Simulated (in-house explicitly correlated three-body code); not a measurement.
# S¹⁴⁺: exact states and exact Kohn–Sham parts

An exercise on one series of results from a longer session: the logs are not shown, and one member is left open.

Program: in-house explicitly correlated three-body code version 1. Level of theory: two electrons, non-relativistic, variational in exponentially correlated functions. These are calculated values, not measurements, unless marked.

### The atom as given

```
charge of the centre : +16
mass of the centre   : infinite
interactions         : Coulomb
basis                : 260 functions exp(−a r1 − b r2 − g r12) a state, exponent ranges optimised
units                : hartree and bohr; relativity and QED are left out
```

The first run:

Settings:

```ini
Z = 16.0
interaction_strength = 1.0
functions = 260
states_tried = 13
```

Started as:

```
$ python run_hyl.py task.json out
```

Among the steps run: Input and results.

One table of the session follows, with a row left open; its other results are not shown here.

It belongs to the step «Levels». 

| state | binding (eV) | excitation (eV) | ⟨r12⟩ (bohr) |
| --- | --- | --- | --- |
| 1 ¹S | 3215.22 | 0 | 0.1408 |
| 2 ³S | 790.242 | 2424.98 | 0.4044 |
| 2 ³P | 774.502 | 2440.72 | 0.3516 |
| 2 ¹S | 772.932 | 2442.29 | 0.4070 |
| 2 ¹P | 761.850 | 2453.37 | 0.3424 |
| 3 ³S | 347.086 | 2868.13 | 0.8894 |
| 3 ³P | 342.744 | 2872.48 | 0.8349 |
| 3 ¹S | ? | ? | ? |
| 3 ¹P | 339.306 | 2875.91 | 0.8403 |
| 4 ³S | 194.199 | 3021.02 | 1.581 |
| 4 ³P | 192.411 | 3022.81 | 1.529 |
| 4 ¹S | 192.348 | 3022.87 | 1.595 |
| 4 ¹P | 191.004 | 3024.22 | 1.539 |

Q: Estimate the row for 3 ¹S from the others.

The run gave: binding (eV): 342.519; excitation (eV): 2872.70; ⟨r12⟩ (bohr): 0.8992. In the column «binding (eV)» it lies between 3 ¹P (339.306) and 3 ³P (342.744).
